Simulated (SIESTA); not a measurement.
## CoNiO2 under changes of volume

One of the cells (9.591 Å³/atom); the others are scaled copies at fixed shape and fractional positions:

```
CELL_PARAMETERS angstrom
3.01433 0.00000 0.00000
0.00000 3.01433 0.00000
0.00000 0.00000 4.22229
ATOMIC_POSITIONS crystal
Ni 0.00000 0.00000 0.00000
Co 0.50000 0.50000 0.50000
O 0.00000 0.00000 0.50000
O 0.50000 0.50000 0.00000
```

The cell comes from a database or a generator and needn't be the stable form of this composition.

```yaml
Program: SIESTA 5.4.2
Functional: LDA
Potentials_or_basis: PseudoDojo 0.4 standard (LDA files)
Basis: DZP (energy shift 0.003 Ry; two zetas on semicore shells)
Grid_cutoff: 800 Ry
Energy_shift: 0.003 Ry
k_mesh: 7 × 7 × 4
Occupations: fermi-dirac, width 0.05 eV
Spin: collinear spin, ferromagnetic start
Starting_moments: "[1.0, 2.0, 0.0, 0.0] μB"
```

| volume (Å³/atom) | energy over the lowest point (meV/atom) | pressure (GPa) | moment (μB per cell) |
| --- | --- | --- | --- |
| 9.016 | 0.00 | -12.0 | 3.48 |
| 9.207 | 16.66 | -15.3 | 3.66 |
| 9.399 | 37.15 | -18.0 | 3.95 |
| 9.591 | 60.21 | -20.5 | 4.13 |
| 9.783 | ? | ? | ? |
| 9.975 | 115.11 | -25.0 | 4.30 |
| 10.167 | 146.27 | -26.7 | 4.40 |

Problem. What does the run at 9.783 Å³/atom give?

Solution. Energy over the lowest point 86.26 meV/atom; pressure -22.8 GPa; moment 4.22 μB per cell.

Worked out: A Birch-Murnaghan fit of order 3 (a polynomial in V^(-2/3)) to the other rows has no minimum within the range. It gives 86.39 meV/atom at 9.783 Å³/atom, against the run's 86.26, and -dE/dV = -22.9 GPa, against -22.8. A parabola through the other rows of the moment, of slope 0.596 μB per Å³/atom there, gives 4.24 μB, against the run's 4.22.

Energies are extrapolated to zero smearing.

Caveats: all runs use coarse meshes; short orbitals over semicore shells can move pressures by several GPa; the basis of atomic orbitals isn't converged, which shifts pressures, moduli and gaps.
